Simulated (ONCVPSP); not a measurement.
**Pseudopotential generation for Ge: ONCV, PBEsol**

Aim: build the potential from the settings below, then test how well it stands in for the atom: other configurations, scattering, ghost states and the plane-wave cutoff that it needs.

Program: ONCVPSP 4.0.1.1 (patched build). Reference atom: PBEsol, scalar-relativistic, spherical and spin-unpolarised. All values are calculated.

### Step 1. The design

Typed settings, in words:

| Property | Result |
| --- | --- |
| element | germanium (Ge, Z = 32) |
| type | optimised norm-conserving Vanderbilt (ONCV) |
| frozen core | [Ne] |
| valence charge | 22 |
| reference configuration | 3s2 3p6 3d10 4s2 4p2 |
| partial waves | 3s+4s: rc 0.90 bohr, ncon 3, nbas 6, qcut 10.9 1/bohr, 2 projectors; 3p+4p: rc 1.30 bohr, ncon 4, nbas 7, qcut 8.7 1/bohr, 2 projectors; 3d: rc 0.90 bohr, ncon 4, nbas 9, qcut 15.6 1/bohr, local |
| local potential | the d channel |
| core correction | not asked for |

An earlier all-electron run gives the scale for the radii.

All-electron outer shells of the reference configuration (PBEsol, scalar-relativistic, ld1.x):

| shell | level (eV) | outermost node (bohr) | outermost maximum (bohr) |
| --- | --- | --- | --- |
| 2s | -1370.64 | 0.06 | 0.18 |
| 2p | -1198.08 | – | 0.14 |
| 3s | -168.12 | 0.26 | 0.54 |
| 3p | -115.43 | 0.23 | 0.54 |
| 3d | -29.31 | – | 0.50 |
| 4s | -11.74 | 0.77 | 1.75 |
| 4p | -3.90 | 0.82 | 2.22 |

### Step 2. Generation

Input file Ge.dat:

```
# ATOM AND REFERENCE CONFIGURATION
# atsym  z   nc   nv     iexc    psfile
  Ge 32.00    3    5  -116133      upf
#
#   n    l    f
    1    0    2.00
    2    0    2.00
    2    1    6.00
    3    0    2.00
    3    1    6.00
    3    2   10.00
    4    0    2.00
    4    1    2.00
#
# PSEUDOPOTENTIAL AND OPTIMIZATION
# lmax
    2
#
#   l,   rc,      ep,       ncon, nbas, qcut
    0    0.90    0.00    3    6   10.90
    1    1.30    0.00    4    7    8.70
    2    0.90    0.00    4    9   15.60
#
# LOCAL POTENTIAL
# lloc, lpopt,  rc(5),   dvloc0
    2    5    0.90    0.00
#
# VANDERBILT-KLEINMAN-BYLANDER PROJECTORs
# l, nproj, debl
    0    2    1.90
    1    2    3.60
    2    0    3.00
#
# MODEL CORE CHARGE
# icmod, fcfact, rcfact
    0    0.00    0.00
#
# LOG DERIVATIVE ANALYSIS
# epsh1, epsh2, depsh
   -8.00    5.00    0.04
#
# OUTPUT GRID
# rlmax, drl
    6.00    0.01
#
# TEST CONFIGURATIONS
# ncnf
    4
# nvcnf
#   n    l    f
    5
    3    0    2.00
    3    1    6.00
    3    2   10.00
    4    0    2.00
    4    1    1.00
#
    5
    3    0    2.00
    3    1    6.00
    3    2   10.00
    4    0    2.00
    4    1    0.00
#
    5
    3    0    2.00
    3    1    6.00
    3    2   10.00
    4    0    1.00
    4    1    0.00
#
    5
    3    0    2.00
    3    1    6.00
    3    2   10.00
    4    0    0.00
    4    1    4.00
#
```

Launch:

```bash
$ oncvpsp.x < Ge.dat > Ge.out
```

Output in Ge.out (without the consistency checks and plot data):

```text
ONCVPSP  (Optimized Norm-Conservinng Vanderbilt PSeudopotential)
scalar-relativistic version 4.0.1.1, modified

#   n    l    f        energy (Ha)
    1    0    2.00    -4.0247926E+02
    2    0    2.00    -5.0369946E+01
    2    1    6.00    -4.4028549E+01
    3    0    2.00    -6.1781554E+00
    3    1    6.00    -4.2418163E+00
    3    2   10.00    -1.0772108E+00
    4    0    2.00    -4.3157489E-01
    4    1    2.00    -1.4321623E-01

Reference configufation results
  iterations    26
  all-electron total energy (Ha)   -2.09729404D+03

Begin loop to  construct optimized pseudo wave functions
and semi-local pseudopoentials for all angular momenta

Calculating optimized projector #   1

 for l=   0

    Fraction of norm inside rc  0.881377
    Optimizing pswf for qcut=  10.90 a_B^-1,  ecut=  59.35 Ha
    Residual kinetic energy error=  1.72D-04 Ha

    Energy error per electron        Cutoff
         Ha          eV             Ha
         0.01000     0.27211       39.05
         0.00100     0.02721       50.45
         0.00010     0.00272       82.54

Calculating optimized projector #   2

 for l=   0

    Fraction of norm inside rc  0.038153
    Optimizing pswf for qcut=  10.90 a_B^-1,  ecut=  59.35 Ha
    Residual kinetic energy error=  7.87D-05 Ha

    Energy error per electron        Cutoff
         Ha          eV             Ha
         0.01000     0.27211       27.37
         0.00100     0.02721       46.36
         0.00010     0.00272       58.26
         0.00001     0.00027      128.72

Calculating optimized projector #   1

 for l=   1

    Fraction of norm inside rc  0.978541
    Optimizing pswf for qcut=   8.69 a_B^-1,  ecut=  37.76 Ha
    Residual kinetic energy error=  1.04D-03 Ha

    Energy error per electron        Cutoff
         Ha          eV             Ha
         0.01000     0.27211       31.58
         0.00100     0.02721       38.80
         0.00010     0.00272       84.53
         0.00001     0.00027      115.89

Calculating optimized projector #   2

 for l=   1

    Fraction of norm inside rc  0.049014
    Optimizing pswf for qcut=   8.69 a_B^-1,  ecut=  37.76 Ha
    Residual kinetic energy error=  3.25D-04 Ha

    Energy error per electron        Cutoff
         Ha          eV             Ha
         0.01000     0.27211       25.87
         0.00100     0.02721       34.06
         0.00010     0.00272       51.20
         0.00001     0.00027      103.52

Calculating optimized projector #   1

 for l=   2

    Fraction of norm inside rc  0.736031
    Optimizing pswf for qcut=  15.58 a_B^-1,  ecut= 121.34 Ha
    Residual kinetic energy error=  1.01D-04 Ha

    Energy error per electron        Cutoff
         Ha          eV             Ha
         0.01000     0.27211       93.60
         0.00100     0.02721      107.95
         0.00010     0.00272      122.97
         0.00001     0.00027      367.71

Construct Vanderbilt / Kleinmman-Bylander projectors

B matrix Hermiticity error, ll=   0
   1   2    1.0505E-03

  Orthonormal projector coefficients -3.3147E+01  2.3547E+01

B matrix Hermiticity error, ll=   1
   1   2    4.5945E-04

  Orthonormal projector coefficients  1.9336E+01 -4.8896E+00

Pseudoatom total energy -288.266853

Diagnostic tests using Vanderbilt-Kleinman-Bylander pseudopotentials
  1 or more projectors used as specified by nproj input data

   l    rcore       rmatch      e in        delta e   norm test  slope test

   0   0.9034803   0.9309119  -6.1781554   0.0000942   1.0001465   1.0001687
   0   0.9034803   0.9309119  -0.4315749   0.0000260   1.0001230   1.0001112

   1   1.3013542   1.3408661  -4.2418163  -0.0000017   1.0003047   1.0002871
   1   1.3013542   1.3408661  -0.1432162   0.0000070   1.0000454   1.0000376

   2   0.9034803   0.9309119  -1.0772108  -0.0000175   0.9999968   1.0000279

 Testing for bound ghosts
   n   l    E NL Schr. Eq   E Basis Diag.   E Cutoff

       0                      -23.419399    156.35  WARNING - GHOST(-)
   1   0       -6.178061       -6.177781    156.35
   2   0       -0.431549       -0.059095    156.35

   2   1       -4.241818       -4.241376    132.79
   3   1       -0.143209       -0.010972    132.79

 Testing for highly-localized positive-energy ghosts
       l    <radius>/rc     E Basis Diag.   E Cutoff

Test configuration 0

   n   l     f        eae           eps        diff
   1   0  2.0000 -402.47925915
   2   0  2.0000  -50.36994596
   2   1  6.0000  -44.02854919
   3   0  2.0000   -6.17815540   -6.17806120    9.42D-05
   3   1  6.0000   -4.24181632   -4.24181806   -1.74D-06
   3   2 10.0000   -1.07721084   -1.07722837   -1.75D-05
   4   0  2.0000   -0.43157489   -0.43154884    2.60D-05
   4   1  2.0000   -0.14321623   -0.14320925    6.99D-06

    Total energies and differences
      AE_ref= -2.09729404D+03  AE_tst= -2.09729404D+03  dif=  0.00D+00
      PS_ref= -2.88266853D+02  PS_tst= -2.88266853D+02  dif=  0.00D+00
      PSP excitation error=  0.00D+00

Test configuration 1

   n   l     f        eae           eps        diff
   1   0  2.0000 -402.81481964
   2   0  2.0000  -50.70273372
   2   1  6.0000  -44.36169648
   3   0  2.0000   -6.51055147   -6.51038568    1.66D-04
   3   1  6.0000   -4.57423367   -4.57420094    3.27D-05
   3   2 10.0000   -1.40889149   -1.40892203   -3.05D-05
   4   0  2.0000   -0.73106627   -0.73103476    3.15D-05
   4   1  1.0000   -0.41368296   -0.41366859    1.44D-05

    Total energies and differences
      AE_ref= -2.09729404D+03  AE_tst= -2.09702014D+03  dif=  2.74D-01
      PS_ref= -2.88266853D+02  PS_tst= -2.87992926D+02  dif=  2.74D-01
      PSP excitation error= -2.63D-05

Test configuration 2

   n   l     f        eae           eps        diff
   1   0  2.0000 -403.22436181
   2   0  2.0000  -51.10592045
   2   1  6.0000  -44.76566347
   3   0  2.0000   -6.91266269   -6.91243442    2.28D-04
   3   1  6.0000   -4.97630339   -4.97623672    6.67D-05
   3   2 10.0000   -1.80910453   -1.80922111   -1.17D-04
   4   0  2.0000   -1.07613442   -1.07609243    4.20D-05

    Total energies and differences
      AE_ref= -2.09729404D+03  AE_tst= -2.09645239D+03  dif=  8.42D-01
      PS_ref= -2.88266853D+02  PS_tst= -2.87425125D+02  dif=  8.42D-01
      PSP excitation error= -8.23D-05

Test configuration 3

   n   l     f        eae           eps        diff
   1   0  2.0000 -403.75293915
   2   0  2.0000  -51.62171909
   2   1  6.0000  -45.28256486
   3   0  2.0000   -7.42891696   -7.42911210   -1.95D-04
   3   1  6.0000   -5.49206982   -5.49246618   -3.96D-04
   3   2 10.0000   -2.31953567   -2.32034983   -8.14D-04
   4   0  1.0000   -1.48424128   -1.48418866    5.26D-05

    Total energies and differences
      AE_ref= -2.09729404D+03  AE_tst= -2.09517392D+03  dif=  2.12D+00
      PS_ref= -2.88266853D+02  PS_tst= -2.86146556D+02  dif=  2.12D+00
      PSP excitation error= -1.77D-04

Test configuration 4

   n   l     f        eae           eps        diff
   1   0  2.0000 -402.60771578
   2   0  2.0000  -50.49327728
   2   1  6.0000  -44.15183350
   3   0  2.0000   -6.30569103   -6.30611843   -4.27D-04
   3   1  6.0000   -4.36892632   -4.36961510   -6.89D-04
   3   2 10.0000   -1.20061215   -1.20135379   -7.42D-04
   4   1  4.0000   -0.19141694   -0.19140837    8.57D-06

    Total energies and differences
      AE_ref= -2.09729404D+03  AE_tst= -2.09669824D+03  dif=  5.96D-01
      PS_ref= -2.88266853D+02  PS_tst= -2.87671067D+02  dif=  5.96D-01
      PSP excitation error=  1.27D-05
```

It took 2.4 s on 1 thread of Intel Xeon 6975P-C, shared host.

Partial waves on a coarse radial grid (AE all-electron, PS pseudo):

| r (bohr) | 3s AE | 3s PS |
| --- | --- | --- |
| 0.065 | -0.0681 | 0.2090 |
| 0.130 | -0.7394 | 0.4171 |
| 0.195 | -0.5529 | 0.6216 |
| 0.260 | 0.0312 | 0.8160 |
| 0.325 | 0.6227 | 0.9908 |
| 0.390 | 1.0589 | 1.1348 |
| 0.455 | 1.3117 | 1.2376 |
| 0.520 | 1.4101 | 1.2918 |
| 0.585 | 1.3979 | 1.2949 |
| 0.650 | 1.3164 | 1.2500 |
| 0.715 | 1.1969 | 1.1649 |
| 0.780 | 1.0611 | 1.0511 |
| 0.845 | 0.9234 | 0.9221 |
| 0.910 | 0.7922 | 0.7921 |
| 0.975 | 0.6721 | 0.6720 |
| 1.040 | 0.5652 | 0.5651 |
| 1.105 | 0.4719 | 0.4718 |
| 1.170 | 0.3917 | 0.3916 |
| 1.235 | 0.3235 | 0.3235 |
| 1.300 | 0.2662 | 0.2662 |
| 1.365 | 0.2183 | 0.2182 |
| 1.430 | 0.1785 | 0.1784 |
| 1.495 | 0.1455 | 0.1455 |
| 1.560 | 0.1184 | 0.1184 |
| 1.625 | 0.0962 | 0.0962 |
| 1.690 | 0.0780 | 0.0780 |

### Step 3. The configuration tests of the same run

Excitation and ionisation energies from 3s2 3p6 3d10 4s2 4p2, with the error of the potential.

```tsv
valence configuration	charge	ΔE all-electron (eV)	error AE − PS (meV)
3s2 3p6 3d10 4s2 4p1	+1	7.453	-0.7
3s2 3p6 3d10 4s2 4p0	+2	22.902	-2.2
3s2 3p6 3d10 4s1 4p0	+3	57.691	-4.8
3s2 3p6 3d10 4s0 4p4	0	16.213	+0.3
```

### Step 4. Scattering by logarithmic derivatives

Taken from the files of the generation run. The phase is arctan(r·R′/R) of the radial function R, unwrapped, with energies in Ha. A pole is an energy at which the radial function vanishes at the test radius. The pseudo phase is shifted by a multiple of π to meet the all-electron one at the reference energy. Levels narrower than the energy grid can be missing from the poles. The last column is the largest difference on the grid between −0.5 and +0.5 Ha.

```tsv
channel	radius (bohr)	reference (Ha)	poles AE	poles PS	window around the reference with phases within 0.05 rad (Ha)	largest difference near zero (rad)
s	0.91	-0.43	-3.88	-3.87	the whole range	0.000
p	1.32	-0.14	-3.96	-3.96	the whole range	0.000
d	0.91	-1.08	1.16	1.39	-2.8 to 2.7	0.011
```

Phases (rad) along the scan:

| E (Ha) | d AE | d PS | s AE | s PS |
| --- | --- | --- | --- | --- |
| -7.96 | 1.148 | 1.166 | -0.424 | -0.415 |
| -7.24 | 1.109 | 1.130 | -0.902 | -0.901 |
| -6.52 | 1.060 | 1.084 | -1.184 | -1.184 |
| -5.80 | 0.992 | 1.021 | -1.349 | -1.349 |
| -5.08 | 0.894 | 0.930 | -1.455 | -1.455 |
| -4.36 | 0.744 | 0.788 | -1.531 | -1.530 |
| -3.64 | 0.493 | 0.546 | -1.589 | -1.588 |
| -2.92 | 0.066 | 0.118 | -1.637 | -1.636 |
| -2.20 | -0.500 | -0.477 | -1.679 | -1.678 |
| -1.48 | -0.955 | -0.953 | -1.718 | -1.718 |
| -0.76 | -1.229 | -1.228 | -1.756 | -1.756 |
| -0.04 | -1.397 | -1.390 | -1.795 | -1.795 |
| 0.68 | -1.511 | -1.496 | -1.837 | -1.837 |
| 1.40 | -1.597 | -1.572 | -1.885 | -1.884 |
| 2.12 | -1.670 | -1.633 | -1.940 | -1.938 |
| 2.84 | -1.737 | -1.684 | -2.007 | -2.002 |
| 3.56 | -1.804 | -1.732 | -2.092 | -2.083 |
| 4.28 | -1.879 | -1.778 | -2.205 | -2.186 |
| 5.00 | -1.967 | -1.825 | -2.361 | -2.325 |

### Step 5. Convergence and ghost test

Read off the output, the cutoffs (Ha) at which the residual kinetic energy of the hardest occupied pseudo-wave falls to 1 and 0.1 mHa per electron: 108 Ha and 123 Ha.

The program's own ghost test: GHOST(-) flagged for s at -637.3 eV; no localised positive-energy state flagged.

Cutoff (Ha) at which the first wave of each channel reaches a given error (Ha per electron):

| error | s | p | d |
| --- | --- | --- | --- |
| 1.0e-02 | 39.1 | 31.6 | 93.6 |
| 3.2e-03 | 45.6 | 34.5 | 101.2 |
| 1.0e-03 | 50.4 | 38.8 | 107.9 |
| 3.2e-04 | 56.1 | 68.1 | 113.7 |
| 1.0e-04 | 82.5 | 84.5 | 123.0 |
| 3.2e-05 | 131.3 | 93.1 | 249.2 |

### Step 6. What came out

```
                                                quantity                               value
  cutoffs for 1 and 0.1 mHa per electron, occupied waves                   108 Ha and 123 Ha
                                            bound ghosts                     s at -637.27 eV
                                          GHOST(+) flags                  none at low energy
                            largest test error (AE − PS)  -4.8 meV, for 3s2 3p6 3d10 4s1 4p0
largest phase difference near zero energy, channels read                           0.011 rad
```

A bound ghost (s) makes it unfit for use: electrons can fall into a state that the atom doesn't have. By total energies transferability is very good: the largest error is 4.8 meV on 57.7 eV, for 3s2 3p6 3d10 4s1 4p0. Atomic tests can pass in spite of a ghost, since they solve only for the levels asked. By its cutoff, 108 Ha for the looser tolerance, it is very hard. At the looser tolerance the 3d wave is the slowest; 3s needs 50 Ha. Near zero energy the phases of the channels with partial waves agree within 0.011 rad. All of this concerns the isolated atom, not yet a solid.
